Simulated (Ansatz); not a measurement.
# CH₆O₃Zr: small, medium and large basis sets

Aim: see how fast density functionals converge with the basis set for CH₆O₃Zr.

Method: one geometry, several basis sets; program: Ansatz 0.2.0, Gaussian basis.

The runs, in order: PBE0-D4/def2-SVP; ωB97M-V/def2-SVP; PBE0-D4/def2-QZVPP; ωB97M-V/def2-QZVPP; the functionals' def2-TZVPP values are taken from earlier runs.

### Step 1. Structure used throughout

The geometry comes from an earlier relaxation with PBE0-D4 in a triple-zeta def2 set; it is a stationary point, not always the lowest conformer. Zr takes the def2 core potential; no spin-orbit term is included.

SMILES `[CH3][Zr]([OH])([OH])[OH]`, 11 atoms, charge 0, spin multiplicity 1.

Atoms are counted from 1 here; the program's logs count them from 0.

Bond lengths: C1–Zr2 2.233 Å, C1–H6 1.096 Å, C1–H7 1.096 Å, C1–H8 1.096 Å, Zr2–O3 1.925 Å, Zr2–O4 1.925 Å, Zr2–O5 1.925 Å, O3–H9 0.952 Å, O4–H10 0.952 Å, O5–H11 0.952 Å. Angles: Zr2–C1–H6 111.2°, Zr2–C1–H7 111.2°, Zr2–C1–H8 111.2°, H6–C1–H7 107.7°, H6–C1–H8 107.7°, H7–C1–H8 107.7°, C1–Zr2–O3 105.5°, C1–Zr2–O4 105.5°, C1–Zr2–O5 105.5°, O3–Zr2–O4 113.1°, O3–Zr2–O5 113.1°, O4–Zr2–O5 113.1°, Zr2–O3–H9 165.7°, Zr2–O4–H10 165.7°, Zr2–O5–H11 165.7°.

### Step 2. PBE0-D4 in def2-SVP

in.yaml

```yaml
crystal:
  periodic: [false, false, false]
  atoms:
    - {symbol: C, position_ang: [-1.517948, 0.694621, 0.392857]}
    - {symbol: Zr, position_ang: [0.458808, -0.209913, -0.118738]}
    - {symbol: O, position_ang: [1.258543, -0.686816, 1.566075]}
    - {symbol: O, position_ang: [1.428328, 1.165806, -1.053133]}
    - {symbol: O, position_ang: [0.057210, -1.734539, -1.223183]}
    - {symbol: H, position_ang: [-1.395740, 1.579021, 1.028157]}
    - {symbol: H, position_ang: [-2.056854, 1.003984, -0.509691]}
    - {symbol: H, position_ang: [-2.151638, -0.018506, 0.931938]}
    - {symbol: H, position_ang: [1.754484, -1.093390, 2.269338]}
    - {symbol: H, position_ang: [2.095532, 1.737417, -1.419112]}
    - {symbol: H, position_ang: [0.069286, -2.437676, -1.864498]}
basis:
  gaussian: {orbitals: def2-SVP}
hamiltonian: {xc: pbe0, dispersion: d4}
output: {orbitals: {seedname: orbitals}}
```

The run is started by

```bash
$ ansatz run in.yaml --threads 2 --pin off --events-out ev --progress --plain --max-ram 22528MiB --backend cpu
```

The runs that follow: ωB97M-V in def2-SVP; PBE0-D4 in def2-QZVPP; ωB97M-V in def2-QZVPP.

Before running them: what should the planned runs give, taken together? Wanted: PBE0-D4: double and triple zeta above quadruple; ωB97M-V: double and triple zeta above quadruple.

As calculated:

| quantity | value |
| --- | --- |
| PBE0-D4: double and triple zeta above quadruple | 9.69, 0.52 eV |
| ωB97M-V: double and triple zeta above quadruple | 9.94, 0.50 eV |

In words: PBE0-D4 gains 9.17 eV from double to triple zeta, then 0.52 eV more. These are total energies; as a rule much of such shifts cancels in differences, which this series doesn't test. The LUMO of ωB97M-V is positive and keeps falling with the basis (1.05 to 0.49 eV): an unbound level that the basis holds in place.
